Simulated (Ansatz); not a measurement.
# C₃H₉InO₂: a ladder of functionals and wavefunction methods

One table from this session's results is given with a row withheld; the runs are named, their logs left out.

Computed with Ansatz 0.2.0, Gaussian basis. Level: functionals in def2-TZVPP, the program's frozen cores in correlated methods.

Plan: LDA (SPW92), PBE-D4, revPBE-D4, BLYP-D4, r2SCAN-D4, B97M-V, PBE0-D4, B3LYP-D4, r2SCANh-D4, r2SCAN0-D4, HSE06-D4, BHLYP-D4, CAM-B3LYP-D4, LC-ωPBE, ωB97X-V, ωB97M-V, B2PLYP, PBE-QIDH; CCSD(T)/def2-SVP; CCSD(T)/def2-TZVPP; MP2/def2-QZVPP; extrapolation to the limit; RPA on PBE.

### Structure used throughout

An earlier PBE0-D4 in a triple-zeta def2 set relaxation fixed the geometry. In takes the def2 core potential; no spin-orbit term is included.

15 atoms, charge 0, spin multiplicity 1.

Atoms are counted from 1 here; the program's logs count them from 0.

Bond lengths: C1–O2 1.400 Å, C1–H7 1.096 Å, C1–H8 1.099 Å, C1–H9 1.098 Å, O2–In3 1.987 Å, In3–C4 2.122 Å, In3–O5 1.987 Å, C4–H10 1.089 Å, C4–H11 1.089 Å, C4–H12 1.090 Å, O5–C6 1.400 Å, C6–H13 1.098 Å, C6–H14 1.099 Å, C6–H15 1.096 Å. Angles: O2–C1–H7 108.7°, O2–C1–H8 112.6°, O2–C1–H9 113.2°, H7–C1–H8 107.3°, H7–C1–H9 107.3°, H8–C1–H9 107.5°, C1–O2–In3 126.7°, O2–In3–C4 122.2°, O2–In3–O5 115.3°, C4–In3–O5 122.5°, In3–C4–H10 109.4°, In3–C4–H11 109.6°, In3–C4–H12 109.3°, H10–C4–H11 110.0°, H10–C4–H12 108.9°, H11–C4–H12 109.7°, In3–O5–C6 126.6°, O5–C6–H13 113.2° and more.

The first run:

in.yaml

```yaml
crystal:
  periodic: [false, false, false]
  atoms:
    - {symbol: C, position_ang: [-2.303888, -0.090207, 0.262688]}
    - {symbol: O, position_ang: [-1.287762, -1.052204, 0.236145]}
    - {symbol: In, position_ang: [0.655086, -0.721485, -0.019816]}
    - {symbol: C, position_ang: [2.073173, -2.298858, -0.065499]}
    - {symbol: O, position_ang: [1.171315, 1.185829, -0.229841]}
    - {symbol: C, position_ang: [0.313963, 2.291667, -0.198569]}
    - {symbol: H, position_ang: [-3.242638, -0.577940, 0.550911]}
    - {symbol: H, position_ang: [-2.466938, 0.378847, -0.717383]}
    - {symbol: H, position_ang: [-2.118248, 0.714719, 0.986436]}
    - {symbol: H, position_ang: [2.856419, -2.102445, 0.665889]}
    - {symbol: H, position_ang: [1.578271, -3.240814, 0.164128]}
    - {symbol: H, position_ang: [2.521607, -2.351265, -1.057350]}
    - {symbol: H, position_ang: [-0.527783, 2.206435, -0.898846]}
    - {symbol: H, position_ang: [-0.105608, 2.471933, 0.800788]}
    - {symbol: H, position_ang: [0.883022, 3.185787, -0.479680]}
basis:
  gaussian: {orbitals: def2-TZVPP}
hamiltonian: {xc: lda}
output: {orbitals: {seedname: orbitals}}
```

Launch:

```
> ansatz run in.yaml --threads 2 --pin off --events-out ev --progress --plain --max-ram 32768MiB --backend cuda --devices 0, --max-vram 18GiB
```

Among the steps run: LDA; PBE-D4 (GGA); revPBE-D4 (GGA); BLYP-D4 (GGA); r2SCAN-D4 (meta-GGA); B97M-V (meta-GGA); B3LYP-D4 (hybrid); r2SCANh-D4 (hybrid); r2SCAN0-D4 (hybrid); HSE06-D4 (hybrid); BHLYP-D4 (hybrid); CAM-B3LYP-D4 (range-separated); LC-ωPBE (range-separated); ωB97X-V (range-separated); ωB97M-V (range-separated); B2PLYP (double hybrid); PBE-QIDH (double hybrid).

One of the session's tables, all rows but one given; the rest of the session is left out.

It belongs to the step «Orbital energies across the functionals». 

```
  functional  HOMO (eV)  gap (eV)
 LDA (SPW92)      -5.80      3.71
      PBE-D4      -5.63      3.81
   revPBE-D4      -5.57      3.86
     BLYP-D4      -5.55      3.75
   r2SCAN-D4      -5.93      4.37
      B97M-V      -6.05      4.26
     PBE0-D4          ?         ?
    B3LYP-D4      -6.92      5.65
  r2SCANh-D4      -6.51      5.26
  r2SCAN0-D4      -7.35      6.57
    HSE06-D4      -6.74      5.43
    BHLYP-D4      -8.57      8.41
CAM-B3LYP-D4      -8.57      8.53
     LC-ωPBE      -9.88     11.02
     ωB97X-V      -9.56     10.53
     ωB97M-V      -9.50     10.07
```

Q: Estimate the row for PBE0-D4 from the others.

The run gave: HOMO (eV): -7.15; gap (eV): 6.20. In the column «HOMO (eV)» it lies between r2SCAN0-D4 (-7.35) and B3LYP-D4 (-6.92).
